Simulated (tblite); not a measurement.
# CH10NOSi3: the cost of one run

Computed with tblite 0.8.0 and PySCF 2.14.0; each step states its level. No surroundings beyond the atoms listed, unless a continuum is named. Atoms count from 0, parts from 1.

## 1. Starting point

16 atoms, charge 0, multiplicity 2; geometry: distance geometry start.

## 2. Geometry optimisation with GFN2-xTB

Job settings and geometry (Å):

```
{"job": {"kind": "relax", "xc": "GFN2-xTB", "basis": "xTB"}, "charge": 0, "multiplicity": 2}
C      0.809317    -0.707578     0.496807
Si     1.368810    -1.196022    -1.201538
Si     2.312599    -0.140301     1.445615
N     -0.116856     0.357502     0.437429
Si    -1.810641    -0.010673    -0.132245
O      0.302464    -1.839635     1.142764
H      1.757268    -2.576523    -1.199910
H      0.287461    -1.016989    -2.108193
H      2.473338    -0.395608    -1.601252
H      3.318457    -1.141777     1.370797
H      1.938058     0.062102     2.807990
H      2.782950     1.073262     0.868542
H      0.238941     1.267244     0.214045
H     -1.771178    -0.744794    -1.325958
H     -2.497247     1.241237    -0.353333
H     -2.482124    -0.745511     0.872004
```

Method: GFN2-xTB geometry optimisation, gas phase.

On the command line:

```
OMP_NUM_THREADS=1 python cluster_run.py task.json out
```

One launch serves the whole session: the jobs run in the order shown.

**Question.** How long does this first job take on 1 thread of Arm Neoverse V2, shared host?

About 12 s.
